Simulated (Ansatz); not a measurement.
Run this with Ansatz's Python interface and show what comes out.

`run_formation.py`:
```python
from collections import Counter

import ansatz as az
import numpy as np

CUTOFF = 450
MIXING_BETA = 0.1
FUNCTIONAL = "r2scan"
TOLERANCE = 1e-09
K_SPACING = 0.3
FILLING = "fermi_dirac"
SMEARING_WIDTH = 0.05


def compute(name, crystal):
    calc = (
        crystal.calculation()
        .accuracy("low")
        .basis(CUTOFF)
        .mixing("msr1", beta=MIXING_BETA)
        .functional(FUNCTIONAL)
        .scf(tolerance=TOLERANCE)
        .kpoints(spacing=K_SPACING)
        .occupations(FILLING, width=SMEARING_WIDTH)
        .stress()
    )
    calc = calc.relax(force_tolerance=0.03, max_steps=60, cell=True)
    return calc.run(threads=1, pin="off")


def counts(outcome):
    return Counter(site.symbol for site in outcome.lattice.sites)

def formation_energy(outcome, mu):
    n = counts(outcome)
    return (outcome.report["energy_sigma0_ev"] - sum(k * mu[element] for element, k in n.items())) / sum(n.values())


def volume_per_atom(outcome):
    return abs(np.linalg.det(outcome.lattice.cell_ang)) / len(outcome.lattice.sites)

phases = {}
tipd3 = (
    az.Lattice.of([3.82, 0.0, 0.0], [0.0, 3.82, 0.0], [0.0, 0.0, 3.82])
    .atom("Ti", [0.0, 0.0, 0.0])
    .atom("Pd", [0.0, 0.5, 0.5])
    .atom("Pd", [0.5, 0.0, 0.5])
    .atom("Pd", [0.5, 0.5, 0.0])
)
phases["TiPd3"] = tipd3
ti = (
    az.Lattice.from_parameters(2.95, 2.95, 4.68, alpha=90.0, beta=90.0, gamma=120.0)
    .atom("Ti", [1 / 3, 2 / 3, 0.25])
    .atom("Ti", [2 / 3, 1 / 3, 0.75])
)
phases["Ti"] = ti
pd_cell = (
    az.Lattice.from_parameters(2.752767, 2.752767, 2.752767, alpha=60.0, beta=60.0, gamma=60.0)
    .atom("Pd", [0.0, 0.0, 0.0])
)
phases["Pd"] = pd_cell

done = {name: compute(name, crystal) for name, crystal in phases.items()}

references = {"Ti": "Ti", "Pd": "Pd"}
mu = {element: done[name].report["energy_sigma0_ev"] / len(done[name].lattice.sites) for element, name in references.items()}

target = done["TiPd3"]
heat = formation_energy(target, mu)
rows = [(name, len(o.lattice.sites), volume_per_atom(o), formation_energy(o, mu)) for name, o in done.items()]
print("| phase | atoms | V (A^3/atom) | E_form (eV/atom) |")
print("| --- | --- | --- | --- |")
for row in rows:
    print(f"| {row[0]} | {row[1]:d} | {row[2]:.3f} | {row[3]:.4f} |")
```

Running `python run_formation.py` prints:
```text
DeckWarning: basis.ecutwfc = 450 eV is below the records' recommended 500 eV, and the density's cutoff is lower with it unless basis.ecutrho_ratio is high enough to keep the records' density cutoff: compare with a run at a higher cutoff
DeckWarning: relax.cell: scf.convergence.dr2_threshold = 1e-9 eV is looser than the 4e-10 eV advised for a relaxation that steers and ends on the stress (1e-10 eV for each atom of the cell: 4). What an SCF threshold leaves in a stress goes as its square root, and in the free energy as the threshold itself, and one [...]
DeckWarning: relax.cell: scf.convergence.dr2_threshold = 1e-9 eV is looser than the 2e-10 eV advised for a relaxation that steers and ends on the stress (1e-10 eV for each atom of the cell: 2). What an SCF threshold leaves in a stress goes as its square root, and in the free energy as the threshold itself, and one [...]
DeckWarning: relax.cell: scf.convergence.dr2_threshold = 1e-9 eV is looser than the 1e-10 eV advised for a relaxation that steers and ends on the stress (1e-10 eV for each atom of the cell: 1). What an SCF threshold leaves in a stress goes as its square root, and in the free energy as the threshold itself, and one [...]
| phase | atoms | V (A^3/atom) | E_form (eV/atom) |
| --- | --- | --- | --- |
| TiPd3 | 4 | 14.752 | -0.6531 |
| Ti | 2 | 17.286 | 0.0000 |
| Pd | 1 | 14.907 | 0.0000 |
```
(Warnings from the package without file and line, shortened.)

What to keep in mind:
- The settings weren't tested for convergence.
- The cutoff lies under the one recommended for these potentials.
- No spin polarisation was allowed.
- For the metals among these phases the mesh is modest: differences between phases can be off by up to 40 meV an atom.
- The cells come from databases of deposited and of computed structures, and not all need be stable phases.
- The compound is the structure given, not necessarily its lowest; energies are at zero temperature, with no correction for gases. A semilocal functional's error on such energies is often 0.05 to 0.1 eV an atom, and 0.1 to 0.3 eV against gases such as O2 or F2.
- Timing: 51 s on 1 thread of Arm Neoverse V1, on a shared host, peak memory 0.46 GiB.
